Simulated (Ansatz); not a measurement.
# Rhodium, simple cubic under r²SCAN: from relaxation to bulk modulus

Aim: take rhodium in the simple cubic structure, relax it, solve it on a dense k-mesh, then scale the cell to 7 volumes from 88 to 112 % of the relaxed one and try a fit of the equation of state. The start is ferromagnetic. The k-meshes are 13×13×13 for the relaxation; 20×20×20 for the dense run; 20×20×20 for the volumes.

This is Rh in the simple cubic structure; at room conditions it is fcc.

Method: DFT r2SCAN, plane waves (500 eV) with PAW, scalar-relativistic; PAW files made under PBE, frozen cores solved again for the functional, in Ansatz 0.2.0.

### 1 Starting point

The structure is cubic, space group Pm-3m (No. 221). The conventional cell has a = 2.458 Å, b = 2.458 Å, c = 2.458 Å, α = 90.00°, β = 90.00°, γ = 90.00°. Around Rh (site symmetry m-3m) lie 6 Rh at 2.46 Å.

Coordinates:

```
Rh
1.0
     2.45806    0.00000    0.00000
     0.00000    2.45806    0.00000
     0.00000    0.00000    2.45806
Rh
1
Direct
  0.00000 0.00000 0.00000
```

Starting moments (μB): +1.

### 2 Relaxing cell and atoms

Contents of input.yaml:

```yaml
crystal:
  lattice:
    - [2.4580591709, 0.0, 0.0]
    - [0.0, 2.4580591709, 0.0]
    - [0.0, 0.0, 2.4580591709]
  atoms:
    - { symbol: Rh, position: [0.0, 0.0, 0.0], spin: 1.0 }
hamiltonian:
  xc: r2scan
  pseudopotentials:
    kind: paw
    azcp:
      Rh: "pseudopotentials/Rh.paw.azcp"
basis:
  ecutwfc: 500
  fft_grid_basis: typed
kpoints:
  mp_grid: { grid: [13, 13, 13], shift: [0, 0, 0] }
magnetization:
  spin_polarized: true
scf:
  occupations: { method: fermi_dirac, width: 0.05 }
relax:
  max_steps: 60
  f_tol: 0.01
  cell: {}
```

The runs that follow: Dense single point; Equation of state: 88 %; Equation of state: 92 %; Equation of state: 96 %; Equation of state: 100 %; Equation of state: 104 %; Equation of state: 108 %; Equation of state: 112 %.

**Question.** What will these runs give? Wanted: space group; conventional cell; volume; shortest distance; gap on the mesh; magnetic state; relative to fcc.

The runs gave:

| quantity | value |
| --- | --- |
| space group (spins left aside) | Pm-3m (No. 221) |
| conventional cell | a = 2.512 Å |
| volume | 15.860 Å³/atom |
| shortest distance | 2.512 Å |
| gap on the mesh | none (levels filled in part) |
| magnetic state | non-magnetic |
| relative to fcc | +796 meV/atom |

From the guessed start the volume grew by 6.8 % in 5 steps. It lies 796 meV/atom above the element's reference form at the same level (fcc, from a run of its own), so it is far from stable. The starting moments do not survive. No gap shows: it is a metal or semimetal at this level. The symmetry was held, so the structure may be unstable against distortions that break it.
